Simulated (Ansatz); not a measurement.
What does this script print? It uses Ansatz 0.2.0, Python API.

`luhg_xc.py`:
```python
"""One structure of LuHg under several functionals."""

import argparse

import ansatz as az
from tabulate import tabulate

parser = argparse.ArgumentParser(description="One structure of LuHg under several functionals.")
parser.add_argument("--kmesh", type=int, nargs=3, required=True, help="k-point sampling")
parser.add_argument("--smearing-width", type=float, default=0.05, help="smearing width (eV)")
args = parser.parse_args()


def main() -> None:
    lattice = az.Lattice.of(
        (3.607, 0.0, 0.0),
        (0.0, 3.607, 0.0),
        (0.0, 0.0, 3.607),
    )
    sites = [
        ("Lu", (0.5, 0.5, 0.5)),
        ("Hg", (0.0, 0.0, 0.0)),
    ]
    cell = az.Crystal(lattice=lattice)
    for symbol, position in sites:
        cell = cell.atom(symbol, position)

    base = cell.calculation()
    base = base.kpoints(*args.kmesh)
    base = base.basis(34 * az.Ry).occupations(az.OccupationsMethod.FERMI_DIRAC, width=args.smearing_width)

    rows = []
    for value in ["blyp", "lda", "pbesol"]:
        r = base.functional(value).run(threads=1, backend="cpu").report
        rows.append((value, r["free_energy_ev"] / len(r["lattice"]["sites"]), r["n_iterations"], r["n_kpoints"]))

    print(tabulate(rows, headers=["functional", "F/atom (eV)", "iterations", "k-points"], floatfmt=".4f", tablefmt="github"))


if __name__ == "__main__":
    main()
```

Running `python luhg_xc.py --kmesh 9 9 9` prints:
```text
| functional   |   F/atom (eV) |   iterations |   k-points |
|--------------|---------------|--------------|------------|
| blyp         |   -14298.7258 |            8 |         35 |
| lda          |   -14008.2662 |            8 |         35 |
| pbesol       |   -14140.2880 |            7 |         35 |
```

Caveats:
- BLYP can be off by several per cent in the lattices of metals, and by several GPa in the pressure at a fixed cell.
- Spin-orbit coupling, which matters for elements this heavy, is left out.
- The structure is a deposited one; some such entries were measured under pressure or heat, so a shift against it needn't be the functional's error alone.
- Total energies of different functionals can't be compared; pressures, moments and gaps at this one structure can.
- The whole script took 11 s on 1 thread of Arm Neoverse V1, with other jobs on the host, peak memory 0.41 GiB.
